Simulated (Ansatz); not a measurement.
# C₃H₇AlClFO: up Jacob's ladder to CCSD(T)

An exercise on one series of results from a longer session: the logs are not shown, and one member is left open.

Program: Ansatz 0.2.0, Gaussian basis. Level of theory: functionals in def2-TZVPP, the program's frozen cores in correlated methods. These are calculated values, not measurements.

The runs, in order: PBE-D4, r2SCAN-D4, PBE0-D4, B3LYP-D4, ωB97X-V, ωB97M-V, B2PLYP; CCSD(T)/def2-TZVPP; MP2/def2-QZVPP; extrapolation to the limit.

## The relaxed structure

An earlier PBE0-D4 in a triple-zeta def2 set relaxation fixed the geometry.

SMILES `CC(C)[O][Al]([F])[Cl]`, 14 atoms, charge 0, spin multiplicity 1.

Atoms are counted from 1 here; the program's logs count them from 0.

Bond lengths: C1–C2 1.516 Å, C1–H8 1.092 Å, C1–H9 1.095 Å, C1–H10 1.093 Å, C2–C3 1.516 Å, C2–O4 1.414 Å, C2–H11 1.097 Å, C3–H12 1.092 Å, C3–H13 1.093 Å, C3–H14 1.095 Å, O4–Al5 1.665 Å, Al5–F6 1.642 Å, Al5–Cl7 2.071 Å. Angles: C2–C1–H8 110.5°, C2–C1–H9 110.4°, C2–C1–H10 110.9°, H8–C1–H9 108.7°, H8–C1–H10 108.2°, H9–C1–H10 108.0°, C1–C2–C3 112.2°, C1–C2–O4 110.4°, C1–C2–H11 108.8°, C3–C2–O4 110.5°, C3–C2–H11 108.8°, O4–C2–H11 106.0°, C2–C3–H12 110.5°, C2–C3–H13 110.9°, C2–C3–H14 110.4°, H12–C3–H13 108.2°, H12–C3–H14 108.7°, H13–C3–H14 108.0° and more.

The first run:

File in.yaml:

```yaml
crystal:
  periodic: [false, false, false]
  atoms:
    - {symbol: C, position_ang: [0.868615, 0.953087, -0.888961]}
    - {symbol: C, position_ang: [0.697055, -0.360513, -0.152725]}
    - {symbol: C, position_ang: [-0.291983, -1.279068, -0.842028]}
    - {symbol: O, position_ang: [0.305824, -0.128106, 1.185961]}
    - {symbol: Al, position_ang: [-1.008123, 0.551605, 1.950336]}
    - {symbol: F, position_ang: [-2.280858, 1.167157, 1.115434]}
    - {symbol: Cl, position_ang: [-1.060323, 0.634521, 4.018538]}
    - {symbol: H, position_ang: [1.573711, 1.598522, -0.361296]}
    - {symbol: H, position_ang: [-0.091199, 1.473293, -0.970481]}
    - {symbol: H, position_ang: [1.248623, 0.786343, -1.899589]}
    - {symbol: H, position_ang: [1.669592, -0.864928, -0.100254]}
    - {symbol: H, position_ang: [-0.404216, -2.210058, -0.282567]}
    - {symbol: H, position_ang: [0.044343, -1.526169, -1.851679]}
    - {symbol: H, position_ang: [-1.271061, -0.795696, -0.920677]}
basis:
  gaussian: {orbitals: def2-TZVPP}
hamiltonian: {xc: pbe, dispersion: d4}
output: {forces: true, orbitals: {seedname: orbitals}}
```

Command:

```console
ansatz run in.yaml --threads 2 --pin off --events-out ev --progress --plain --max-ram 22528MiB --backend cuda --devices 0, --max-vram 18GiB
```

Among the steps run: PBE-D4 (GGA); r2SCAN-D4 (meta-GGA); PBE0-D4 (hybrid); B3LYP-D4 (hybrid); ωB97X-V (range-separated); ωB97M-V (range-separated); B2PLYP (double hybrid); CCSD(T) in def2-TZVPP; MP2 in def2-QZVPP.

One table of the session follows, with a row left open; its other results are not shown here.

It belongs to the step «Atomisation energies». 

```
            method  atomisation energy (kJ/mol)
            PBE-D4                       5708.4
         r2SCAN-D4                       5647.1
           PBE0-D4                       5620.1
          B3LYP-D4                       5598.9
           ωB97X-V                       5629.4
           ωB97M-V                       5636.0
            B2PLYP                       5562.6
     HF/def2-TZVPP                       4219.1
    MP2/def2-TZVPP                       5624.2
   CCSD/def2-TZVPP                       5419.3
CCSD(T)/def2-TZVPP                       5496.4
           MP2/CBS                       5764.3
       CCSD(T)/CBS                            ?
```

Q: Estimate the row for CCSD(T)/CBS from the others.

**Answer.** atomisation energy (kJ/mol): 5636.5. In the column «atomisation energy (kJ/mol)» it lies between ωB97M-V (5636.0) and r2SCAN-D4 (5647.1).

Caveats from the session: Free atoms (3 C, 1 O, 1 Al, 1 F, 1 Cl, 7 H) were run apart at each level; the atomisation energy is their sum less the molecule, without zero-point or spin-orbit terms.
